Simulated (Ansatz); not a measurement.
# CH4AlNO: the cost of one run

Method: RKS BLYP/def2-SVP, in Ansatz 0.2.0.

### Step 1. The structure to begin with

Bond lengths: N1–C2 1.387 Å, C2–O3 1.395 Å, C2–Al4 1.877 Å, O3–Al4 1.808 Å, N1–H5 1.086 Å, N1–H6 1.072 Å, C2–H7 1.139 Å, Al4–H8 1.594 Å. Angles: N1–C2–O3 109.7°, N1–C2–Al4 116.8°, N1–C2–H7 116.1°, O3–C2–Al4 65.2°, O3–C2–H7 112.7°, Al4–C2–H7 123.6°, C2–N1–H5 109.7°, C2–N1–H6 112.0°, H5–N1–H6 103.9°, C2–O3–Al4 70.4°, C2–Al4–O3 44.4°, C2–Al4–H8 138.0°, O3–Al4–H8 157.9°.

Coordinates:

```xyz
8

N    -0.5222    1.1390   -0.0423
C     0.3786    0.0923    0.0882
O     0.2886   -0.4469    1.3716
Al   -0.3424   -1.6387    0.1676
H    -0.6355    1.3948   -1.0917
H    -0.1556    2.0413    0.4050
H     1.4528    0.3138   -0.2207
H    -0.3721   -2.9527   -0.7336
```

### Step 2. Relaxing end A

File input.yaml:

```yaml
crystal:
  periodic: [false, false, false]
  atoms:
    - { symbol: "N", position_ang: [-0.5222, 1.139, -0.0423] }
    - { symbol: C, position_ang: [0.3786, 0.0923, 0.0882] }
    - { symbol: O, position_ang: [0.2886, -0.4469, 1.3716] }
    - { symbol: Al, position_ang: [-0.3424, -1.6387, 0.1676] }
    - { symbol: H, position_ang: [-0.6355, 1.3948, -1.0917] }
    - { symbol: H, position_ang: [-0.1556, 2.0413, 0.405] }
    - { symbol: H, position_ang: [1.4528, 0.3138, -0.2207] }
    - { symbol: H, position_ang: [-0.3721, -2.9527, -0.7336] }
basis:
  gaussian: { orbitals: def2-SVP }
hamiltonian:
  xc: blyp
relax:
  f_tol: 0.015
  max_steps: 40
```

Launch:

```
> ansatz run input.yaml --threads 1 --pin off --max-ram 2048MiB --backend cpu --events-out ev --progress --plain --runs-dir out
```

What time and memory should one allow on 1 thread of Arm Neoverse V1, shared host?

About 84 s, with a peak of 0.14 GiB.
